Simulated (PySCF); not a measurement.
# EuF₆ (-3): ligand-field states, part 2 of 2

PySCF 2.14.0. Atoms count from 0. Earlier steps stand in the parts before.

### Step 5. Ligand-field states: state-averaged CASSCF (axial bond length × 1.05) in water

Job settings and geometry (Å):

```
{"job": {"kind": "lf", "basis": {"metal": "x2c-TZVPall", "ligand": "x2c-SVPall"}, "nevpt": false, "solvent": "water", "roots": {"7": 7, "5": 140, "3": 113, "1": 123}, "reuse": true}, "charge": -3, "metal": "Eu", "open_shell": "f6"}
Eu     0.000000     0.000000     0.000000
F      0.000000     0.000000     2.359400
F      0.000000     0.000000    -2.359400
F      2.247000     0.000000     0.000000
F     -2.247000     0.000000     0.000000
F      0.000000     2.247000     0.000000
F     -0.000000    -2.247000     0.000000
```

Method: state-averaged CASSCF of the metal f shell, state-interaction spin-orbit coupling.

Standard output:

```text
basis functions 188, electrons 120, active (6e, 7o)
start from the orbitals of the previous structure
stage 1: DIIS on the effective Fock matrix, level shift 0.30
cycle   1  E = -11436.2803582805  dE = -1.144e+04  max|g| = 2.160e+01
cycle   2  E = -11437.2458007711  dE = -9.654e-01  max|g| = 3.997e-01
cycle   3  E = -11437.2887007333  dE = -4.290e-02  max|g| = 1.045e-01
cycle   4  E = -11437.2578660824  dE =  3.083e-02  max|g| = 1.941e-01
cycle   5  E = -11437.2743946798  dE = -1.653e-02  max|g| = 1.792e-01
cycle   6  E = -11437.2795973512  dE = -5.203e-03  max|g| = 1.672e-01
cycle   7  E = -11437.2879235059  dE = -8.326e-03  max|g| = 1.082e-01
cycle   8  E = -11437.2906058986  dE = -2.682e-03  max|g| = 1.613e-01
cycle   9  E = -11437.2840025459  dE =  6.603e-03  max|g| = 2.154e-01
cycle  10  E = -11437.2721118528  dE =  1.189e-02  max|g| = 2.888e-01
cycle  11  E = -11437.2332573634  dE =  3.885e-02  max|g| = 4.553e-01
cycle  12  E = -11437.1379043694  dE =  9.535e-02  max|g| = 7.099e-01
cycle  13  E = -11436.9380650956  dE =  1.998e-01  max|g| = 1.023e+00
cycle  14  E = -11436.6134868274  dE =  3.246e-01  max|g| = 1.216e+00
cycle  15  E = -11436.3126765232  dE =  3.008e-01  max|g| = 1.134e+00
stage 2: quasi-Newton rotations from the point of smallest gradient
cycle  17  E = -11437.3005136045  dE = -1.181e-02  max|g| = 2.855e-02
cycle  18  E = -11437.3013303831  dE = -8.168e-04  max|g| = 2.763e-02
cycle  19  E = -11437.3017078897  dE = -3.775e-04  max|g| = 1.894e-03
cycle  20  E = -11437.3017125717  dE = -4.682e-06  max|g| = 9.091e-04
cycle  21  E = -11437.3017131768  dE = -6.051e-07  max|g| = 1.861e-04
cycle  22  E = -11437.3017132464  dE = -6.965e-08  max|g| = 4.647e-05
cycle  23  E = -11437.3017132493  dE = -2.838e-09  max|g| = 1.352e-05
cycle  24  E = -11437.3017132495  dE = -2.055e-10  max|g| = 1.806e-06
converged average energy = -11437.3017132495

 mult deg   label        CASSCF/cm-1   NEVPT2/cm-1
   7   2   7Eg                 0.0
   7   1   7A2g              344.6
   7   1   7B2g              708.4
   7   2   7Eg               761.2
   7   1   7B1g             1020.0
   5   1   5B2g            24067.6
   5   2   5Eg             24125.2
   5   1   5B1g            24259.2
   5   1   5A1g            24305.0
   5   1   5B2g            27162.6
   5   2   5Eg             27181.5
   5   1   5A1g            27218.5
   5   1   5B1g            27228.9
   5   2   5Eg             27337.3
   5   1   5A2g            27385.5
   5   1   5B2g            27603.9
   5   2   5Eg             27618.9
   5   1   5A1g            28008.8
   5   1   5B1g            28035.8
   5   2   5Eg             28050.0
   5   1   5A2g            28068.9
   5   1   5A1g            28109.9
   5   1   5A1g            28661.0
   5   1   5A2g            28664.6
   5   2   5Eg             28773.5
   5   1   5B1g            28795.0
   5   1   5A1g            28810.3
   5   2   5Eg             29112.2
   5   1   5B2g            29179.6
   5   2   5Eg             32874.2
   5   1   5A2g            32911.7
   5   1   5B2g            33148.7
   5   2   5Eg             33182.7
   5   1   5A1g            33523.6
   5   1   5B1g            33549.4
   5   2   5Eg             33637.9
   5   1   5A2g            33659.9
   5   1   5B1g            37699.8
   5   2   5Eg             37766.9
   5   1   5A1g            37837.0
   5   1   5B2g            37892.0
   5   2   5Eg             37971.6
   5   1   5B1g            37982.0
   5   1   5A2g            37992.1
   5   1   5B1g            37994.7
   5   2   5Eg             38020.8
   5   1   5A1g            38050.4
   5   1   5B2g            38061.2
   5   2   5Eg             38111.2
   5   1   5B2g            38185.4
   5   2   5Eg             38224.6
   5   1   5A2g            38258.2
   5   2   5Eg             42813.6
   5   1   5A2g            42912.8
   5   1   5B2g            42921.1
   5   2   5Eg             42940.5
   5   1   5B1g            43069.1
   5   1   5B2g            43263.1
   5   2   5Eg             43263.6
   5   1   5A1g            43291.6

spin-orbit levels / cm-1
      0.00  x1  7Eg 0.43 7Eg 0.21 7B2g 0.12
    248.36  x1  7Eg 0.64 7Eg 0.15 7B2g 0.10
    425.63  x2  7Eg 0.29 7Eg 0.24 7A2g 0.21
    865.04  x1  7Eg 0.48 7Eg 0.25 7A2g 0.23
    914.98  x1  7Eg 0.47 7B2g 0.21 7A2g 0.20
   1054.94  x2  7Eg 0.46 7Eg 0.17 7B2g 0.16
   1223.36  x1  7Eg 0.43 7A2g 0.35 7B1g 0.13
   1851.05  x1  7Eg 0.57 7Eg 0.20 7B1g 0.14
   1853.93  x1  7Eg 0.34 7Eg 0.32 7A2g 0.23
   1946.30  x2  7Eg 0.34 7B2g 0.23 7B1g 0.17
   1975.91  x1  7Eg 0.36 7Eg 0.26 7B2g 0.23
   2023.88  x2  7Eg 0.35 7A2g 0.20 7B1g 0.18
   2758.61  x1  7Eg 0.53 7Eg 0.37 7B1g 0.08
   2764.21  x2  7A2g 0.37 7Eg 0.35 7Eg 0.13
   3009.53  x1  7Eg 0.33 7Eg 0.28 7B2g 0.25
   3026.11  x1  7Eg 0.37 7B1g 0.27 7Eg 0.27
   3064.00  x1  7Eg 0.70 7Eg 0.21 7A2g 0.04
   3100.03  x2  7Eg 0.26 7B1g 0.25 7B2g 0.17
   3119.37  x1  7B1g 0.40 7B2g 0.25 7A2g 0.22
   3926.85  x2  7Eg 0.59 7B1g 0.16 7B2g 0.12
   3932.60  x1  7Eg 0.43 7Eg 0.41 7B2g 0.14
   3970.82  x1  7Eg 0.54 7Eg 0.39 7B2g 0.03
   4005.08  x2  7A2g 0.30 7Eg 0.23 7Eg 0.22
   4037.12  x1  7B2g 0.38 7A2g 0.30 7Eg 0.18
   4093.07  x1  7A2g 0.42 7B1g 0.26 7Eg 0.22
   4265.34  x2  7Eg 0.48 7B2g 0.25 7B1g 0.11
   4286.84  x1  7Eg 0.59 7B2g 0.22 7B1g 0.10
   4954.26  x1  7Eg 0.59 7Eg 0.36
   4966.76  x1  7Eg 0.57 7Eg 0.39
   5176.10  x1  7Eg 0.30 7A2g 0.29 7B2g 0.21
```

Wall time 45 s (1 thread of Arm Neoverse V1, shared host); peak memory 0.79 GiB.

Key values:

| quantity | value |
| --- | --- |
| spin-orbit constant ζ | 1371 cm⁻¹ |

Powder susceptibility:

| T (K) | χT (cm³ K/mol) | μ(eff) |
| --- | --- | --- |
| 2 | 0.013 | 0.32 |
| 20 | 0.132 | 1.02 |
| 100 | 0.645 | 2.27 |
| 300 | 1.399 | 3.35 |

### Step 6. Ligand-field states: state-averaged CASSCF (axial bond length × 1.1) in water

The job, as its differences from that of step 5:

```diff
@@ -2,4 +2,4 @@
 Eu     0.000000     0.000000     0.000000
-F      0.000000     0.000000     2.359400
-F      0.000000     0.000000    -2.359400
+F      0.000000     0.000000     2.471700
+F      0.000000     0.000000    -2.471700
 F      2.247000     0.000000     0.000000
```

Method: state-averaged CASSCF of the metal f shell, state-interaction spin-orbit coupling.

Standard output:

```text
basis functions 188, electrons 120, active (6e, 7o)
start from the orbitals of the previous structure
stage 1: DIIS on the effective Fock matrix, level shift 0.30
cycle   1  E = -11437.1483656674  dE = -1.144e+04  max|g| = 9.413e+00
cycle   2  E = -11437.2836542344  dE = -1.353e-01  max|g| = 1.385e-01
cycle   3  E = -11437.2898639750  dE = -6.210e-03  max|g| = 4.781e-02
cycle   4  E = -11437.2766297903  dE =  1.323e-02  max|g| = 1.660e-01
cycle   5  E = -11437.2672510951  dE =  9.379e-03  max|g| = 2.140e-01
cycle   6  E = -11437.2396730318  dE =  2.758e-02  max|g| = 3.184e-01
cycle   7  E = -11437.1902763460  dE =  4.940e-02  max|g| = 4.570e-01
cycle   8  E = -11437.0643214373  dE =  1.260e-01  max|g| = 7.083e-01
cycle   9  E = -11436.7874873036  dE =  2.768e-01  max|g| = 1.066e+00
cycle  10  E = -11436.3061215510  dE =  4.814e-01  max|g| = 1.504e+00
cycle  11  E = -11435.5013982353  dE =  8.047e-01  max|g| = 1.944e+00
cycle  12  E = -11434.0681597907  dE =  1.433e+00  max|g| = 2.699e+00
cycle  13  E = -11432.3448694706  dE =  1.723e+00  max|g| = 2.834e+00
cycle  14  E = -11430.6410976567  dE =  1.704e+00  max|g| = 2.976e+00
cycle  15  E = -11429.0604199457  dE =  1.581e+00  max|g| = 3.246e+00
stage 2: quasi-Newton rotations from the point of smallest gradient
cycle  17  E = -11437.2920323112  dE = -2.168e-03  max|g| = 9.864e-03
cycle  18  E = -11437.2921575989  dE = -1.253e-04  max|g| = 9.874e-03
cycle  19  E = -11437.2922006715  dE = -4.307e-05  max|g| = 1.275e-03
cycle  20  E = -11437.2922015453  dE = -8.738e-07  max|g| = 3.670e-04
cycle  21  E = -11437.2922016253  dE = -7.993e-08  max|g| = 1.041e-04
cycle  22  E = -11437.2922016370  dE = -1.171e-08  max|g| = 1.647e-05
cycle  23  E = -11437.2922016375  dE = -5.275e-10  max|g| = 5.102e-06
converged average energy = -11437.2922016375

 mult deg   label        CASSCF/cm-1   NEVPT2/cm-1
   7   2   7Eg                 0.0
   7   1   7A2g              639.2
   7   1   7B2g              775.8
   7   2   7Eg               889.6
   7   1   7B1g             1092.6
   5   1   5B2g            24151.5
   5   2   5Eg             24256.2
   5   1   5B1g            24342.6
   5   1   5A1g            24428.9
   5   1   5B2g            27281.0
   5   2   5Eg             27306.1
   5   1   5A1g            27335.5
   5   1   5B1g            27362.1
   5   2   5Eg             27456.5
   5   1   5A2g            27528.0
   5   1   5B2g            27711.9
   5   2   5Eg             27735.0
   5   1   5A1g            28085.9
   5   1   5B1g            28129.9
   5   2   5Eg             28136.4
   5   1   5A2g            28171.9
   5   1   5A1g            28208.4
   5   1   5A2g            28718.2
   5   1   5A1g            28722.4
   5   2   5Eg             28908.0
   5   1   5B1g            28924.0
   5   1   5A1g            28975.8
   5   2   5Eg             29203.0
   5   1   5B2g            29310.8
   5   2   5Eg             32993.2
   5   1   5A2g            33057.4
   5   1   5B2g            33251.0
   5   2   5Eg             33302.9
   5   1   5A1g            33609.6
   5   1   5B1g            33657.3
   5   2   5Eg             33729.9
   5   1   5A2g            33764.4
   5   1   5B1g            37807.8
   5   2   5Eg             37848.3
   5   1   5A1g            37897.1
   5   1   5B2g            38051.4
   5   2   5Eg             38058.4
   5   1   5B1g            38110.5
   5   1   5A2g            38118.0
   5   2   5Eg             38130.1
   5   1   5A1g            38167.7
   5   1   5B1g            38186.3
   5   2   5Eg             38189.3
   5   1   5B2g            38219.5
   5   1   5B2g            38299.9
   5   2   5Eg             38380.9
   5   1   5A2g            38439.6
   5   2   5Eg             42891.6
   5   1   5B2g            43048.8
   5   1   5A2g            43072.3
   5   2   5Eg             43088.5
   5   1   5B1g            43181.4
   5   2   5Eg             43373.0
   5   1   5B2g            43376.5
   5   1   5A1g            43386.0

spin-orbit levels / cm-1
      0.00  x1  7Eg 0.51 7Eg 0.17 7B2g 0.11
    182.42  x1  7Eg 0.70 7Eg 0.11 7B2g 0.09
    488.05  x2  7Eg 0.34 7Eg 0.23 7A2g 0.16
    917.97  x1  7Eg 0.42 7Eg 0.28 7A2g 0.25
    967.11  x1  7Eg 0.50 7B2g 0.23 7A2g 0.15
   1069.37  x2  7Eg 0.42 7Eg 0.20 7B2g 0.14
   1345.64  x1  7Eg 0.47 7A2g 0.28 7B1g 0.17
   1824.23  x1  7Eg 0.65 7Eg 0.13 7A2g 0.11
   1927.02  x1  7Eg 0.38 7Eg 0.29 7A2g 0.26
   1969.82  x2  7Eg 0.39 7B2g 0.24 7Eg 0.15
   2005.26  x1  7Eg 0.32 7Eg 0.27 7B2g 0.25
   2083.28  x2  7Eg 0.32 7B1g 0.23 7Eg 0.18
   2828.87  x1  7Eg 0.45 7Eg 0.42 7B1g 0.11
   2840.17  x2  7A2g 0.38 7Eg 0.32 7Eg 0.18
   2993.75  x1  7Eg 0.43 7Eg 0.23 7B2g 0.17
   3007.88  x1  7Eg 0.43 7B1g 0.27 7Eg 0.22
   3114.76  x1  7Eg 0.69 7Eg 0.20 7B2g 0.06
   3154.38  x2  7Eg 0.26 7B1g 0.24 7B2g 0.19
   3178.79  x1  7B1g 0.34 7B2g 0.32 7A2g 0.23
   3892.19  x2  7Eg 0.64 7B1g 0.15 7B2g 0.09
   3964.59  x1  7Eg 0.46 7Eg 0.35 7B2g 0.16
   4003.88  x1  7Eg 0.56 7Eg 0.35 7B2g 0.05
   4087.62  x2  7A2g 0.34 7B2g 0.23 7Eg 0.18
   4115.31  x1  7B2g 0.40 7A2g 0.29 7Eg 0.20
   4210.47  x1  7A2g 0.41 7B1g 0.28 7Eg 0.21
   4331.99  x2  7Eg 0.46 7B2g 0.21 7B1g 0.14
   4353.18  x1  7Eg 0.62 7B2g 0.20 7B1g 0.11
   4878.70  x1  7Eg 0.65 7Eg 0.31
   4890.87  x1  7Eg 0.62 7Eg 0.33
   5283.35  x2  7B2g 0.29 7Eg 0.20 7A2g 0.17
```

Wall time 40 s (1 thread of Arm Neoverse V1, shared host); peak memory 0.79 GiB.

In short:

| quantity | value |
| --- | --- |
| spin-orbit constant ζ | 1371 cm⁻¹ |

Powder susceptibility:

| T (K) | χT (cm³ K/mol) | μ(eff) |
| --- | --- | --- |
| 2 | 0.016 | 0.36 |
| 20 | 0.164 | 1.15 |
| 100 | 0.756 | 2.46 |
| 300 | 1.444 | 3.40 |

### Step 7. Ligand field across the series

From the CASSCF states (cm⁻¹; the spread is that of the fitted one-electron ligand-field levels):

| step | setting | ground state | next state | orbital spread | ζ | μ(eff), 300 K |
| --- | --- | --- | --- | --- | --- | --- |
| 2 | as given | 7T1g | 7T2g at 665 | 1220 | 1370 | 3.33 |
| 3 | axial bond length × 0.9 | 7A2g | 7Eg at 943 | 2334 | 1366 | 3.61 |
| 4 | axial bond length × 0.95 | 7A2g | 7Eg at 411 | 1676 | 1368 | 3.40 |
| 5 | axial bond length × 1.05 | 7Eg | 7A2g at 345 | 1253 | 1371 | 3.35 |
| 6 | axial bond length × 1.1 | 7Eg | 7A2g at 639 | 1317 | 1371 | 3.40 |

### Step 8. Outcome

What follows sums up all 2 parts.

| quantity | value |
| --- | --- |
| spin-orbit constant ζ (step 2, state-averaged CASSCF in water) | 1370 cm⁻¹ |
| ground multiplicity, μ(eff) at 300 K (step 2, 6 donors at 2.25 Å) | 7, 3.33 μB |
| ground multiplicity, μ(eff) at 300 K (step 3, 6 donors at 2.02 to 2.25 Å) | 7, 3.61 μB |
| ground multiplicity, μ(eff) at 300 K (step 4, 6 donors at 2.13 to 2.25 Å) | 7, 3.40 μB |
| ground multiplicity, μ(eff) at 300 K (step 5, 6 donors at 2.25 to 2.36 Å) | 7, 3.35 μB |
| ground multiplicity, μ(eff) at 300 K (step 6, 6 donors at 2.25 to 2.47 Å) | 7, 3.40 μB |

**Reading.** In step 2, χT goes from 0.01 at 2 K to 1.38 cm³ K/mol at 300 K, as higher levels fill or mix in. The spread of the ligand-field levels runs from 1220 cm⁻¹ (as given) to 2334 cm⁻¹ (axial bond length × 0.9); μ(eff) at 300 K: 3.33 to 3.61 μB.
